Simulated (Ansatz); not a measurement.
# VC (doublet): the correlation ladder, def2-SVP

One table from this session's results is given with a row withheld; the runs are named, their logs left out.

Method: def2-SVP, core rule «outside noble gas», up to 10 orbitals frozen; program: Ansatz 0.2.0, Gaussian basis.

The runs, in order: UHF; CCSD(T) on ROHF; CCSD(T) on UHF; CISD as a restricted active space (open shells left free, so some higher excitations enter); CCSDT(Q) on ROHF; CCSDT(Q) on UHF; CCSDTQ on ROHF.

13 further runs of the same task are left out: 8 for a known fault of the program, 5 set aside as unsound or not needed. Runs told in other sessions of the task aren't counted.

## What is computed

The geometry is a PBE0/def2-TZVP stationary point (not a proven minimum).

2 atoms, charge 0, spin multiplicity 2.

Atoms are counted from 1 here; the program's logs count them from 0.

Bond lengths: V1–C2 1.572 Å.

The first run:

Contents of in.yaml:

```yaml
crystal:
  periodic: [false, false, false]
  atoms:
    - {symbol: V, position_ang: [0.000000, 0.000000, 0.000000]}
    - {symbol: C, position_ang: [0.000000, 0.000000, 1.571600]}
basis:
  gaussian: {orbitals: def2-SVP}
magnetization: {spin_polarized: true, initial_magnetization: 1}
hamiltonian: {xc: hf}
output: {orbitals: {seedname: orbitals}}
```

The run is started by

```
ansatz run in.yaml --threads 1 --pin off --events-out ev --progress --plain --max-ram 2816MiB --backend cpu
```

Among the steps run: UHF; CCSD(T) on ROHF; CCSD(T) on UHF; CISD as a restricted active space (open shells left free, so some higher excitations enter); CCSDT(Q) on ROHF; CCSDT(Q) on UHF; CCSDTQ on ROHF.

One of the session's tables, all rows but one given; the rest of the session is left out.

It belongs to the step «Misses and costs». 

```
   method  from RCCSDTQ (meV)
     ROHF             +9082.6
     RMP2              +681.5
     UMP2             +2215.3
    RCCSD              +753.0
    UCCSD              +594.3
 RCCSD(T)              +112.8
 UCCSD(T)              +274.6
   RCCSDT               +95.9
   UCCSDT               +50.4
RCCSDT(Q)               -22.5
UCCSDT(Q)                   ?
  RCCSDTQ                   0
```

Q: Estimate the row for UCCSDT(Q) from the others.

**Answer.** from RCCSDTQ (meV): -112.0. In the column «from RCCSDTQ (meV)» it is the lowest.

Caveats from the session: The determinant of HF (⟨S²⟩ 3.07) is far from a pure spin state, so its energy mixes those of several spin states; that is harmless only where they are near-degenerate. The determinant of CCSD(T) (⟨S²⟩ 2.66) is far from a pure spin state, so its energy mixes those of several spin states; high orders of coupled cluster remove much of that, low ones don't. The determinant of CCSDT(Q) (⟨S²⟩ 2.66) is far from a pure spin state, so its energy mixes those of several spin states; high orders of coupled cluster remove much of that, low ones don't. Left out of the table: UHF (another determinant or state than the rows shown). The program flags RCCSD(T), UCCSD(T), UCCSDT(Q) as in doubt, so read those rows with care; the flags are large difference, other amplitudes. Restricted and unrestricted rows rest on different reference determinants; a gap between their highest levels can come from leftover correlation error, from unlike frozen cores or from another state.
